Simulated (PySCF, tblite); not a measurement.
# C5H8P2Si: geometry, infrared bands and NMR shifts

Aim: predict the infrared bands and NMR shifts of C5H8P2Si (`Cc1cpcpc1[SiH3]`).

The runs use tblite 0.8.0 and PySCF 2.14.0, with density-fitted response routines of our own; the level of theory stands in each step. All values are computed, except where a source is named. Atoms are numbered from 0 throughout.

### 1 The molecule as given

16 atoms, charge 0, multiplicity 1; geometry from: force field or distance geometry start.

Bonds of the start (Å): C0–C1 1.48, C1–C2 1.39, C2–P3 1.71, P3–C4 1.73, C4–P5 1.76, P5–C6 1.75, C6–Si7 1.85, C6–C1 1.38, C0–H8 1.13, C0–H9 1.12, C0–H10 1.10, C2–H11 1.10, C4–H12 1.08, Si7–H13 1.48, Si7–H14 1.47, Si7–H15 1.46.

### 2 Optimising the geometry with GFN2-xTB

Job settings and geometry (Å):

```
{"job": {"kind": "relax", "xc": "GFN2-xTB", "basis": "xTB"}, "charge": 0, "multiplicity": 1}
C     -0.865300     1.632900     0.070900
C      0.214800     0.620500     0.061400
C      1.518000     1.071900     0.213300
P      2.938100     0.110600     0.231000
C      2.750700    -1.605100     0.089100
P      1.052000    -2.016000    -0.087400
C     -0.117300    -0.709200    -0.070400
Si    -1.919700    -1.112700    -0.237000
H     -1.608700     1.415800    -0.747800
H     -0.469200     2.646700    -0.195100
H     -1.447800     1.675400     1.001400
H      1.690300     2.153300     0.316900
H      3.539500    -2.336000     0.091700
H     -2.692000    -0.556100     0.890300
H     -2.443100    -0.431000    -1.435600
H     -2.147900    -2.552100    -0.204200
```

Command:

```
> OMP_NUM_THREADS=1 python probes_run.py task.json out
```

The driver reads the jobs from task.json and runs them one after another.

**Question.** This job is followed by: GFN2-xTB harmonic vibrations, gas phase; GIAO PBE0/pcSseg-1 NMR shielding, non-relativistic, gas phase. What will the session give for the following? strongest single infrared mode (GFN2-xTB); zero-point energy (GFN2-xTB); 13C shifts against TMS (PBE0/pcSseg-1); 1H shifts against TMS (PBE0/pcSseg-1, means over atoms taken as alike); 31P shifts against H3PO4 (PBE0/pcSseg-1); 29Si shifts against TMS (PBE0/pcSseg-1); surface potential, 1st and 99th percentile.

**Answer**, as computed:

| quantity | value |
| --- | --- |
| strongest single infrared mode (GFN2-xTB) | 797 cm⁻¹, 427 km/mol |
| zero-point energy (GFN2-xTB) | 67.3 kcal/mol |
| 13C shifts against TMS (PBE0/pcSseg-1) | 192.0, 167.2, 160.8, 152.4, 32.8 ppm |
| 1H shifts against TMS (PBE0/pcSseg-1, means over atoms taken as alike) | 10.78, 9.19, 4.83, 2.89 ppm |
| 31P shifts against H3PO4 (PBE0/pcSseg-1) | 301.5, 279.2 ppm |
| 29Si shifts against TMS (PBE0/pcSseg-1) | -70.0 ppm |
| surface potential, 1st and 99th percentile | -0.68 V and 1.08 V |

The optimisation took 61 steps and gained 0.932 eV; among the close pairs (by a distance rule), C6–Si7 changed most, from 1.855 to 1.898 Å. No mode is imaginary among the 42: a minimum at this level. The strongest single mode, at 797 cm⁻¹, moves mainly H15 and H13. GFN2-xTB is a fitted tight-binding method: band positions and strengths are rough. Its intensities can rank the bands wrongly. NICS(1)zz of -24 ppm above the planar ring from C1 marks a diatropic (aromatic) ring current. At PBE0/pcSseg-1, counted by nearest atom on the grid, the HOMO lies on P3, P5 about 36 % each; C4 13 %, the LUMO on P3 32 %; C6 20 %.
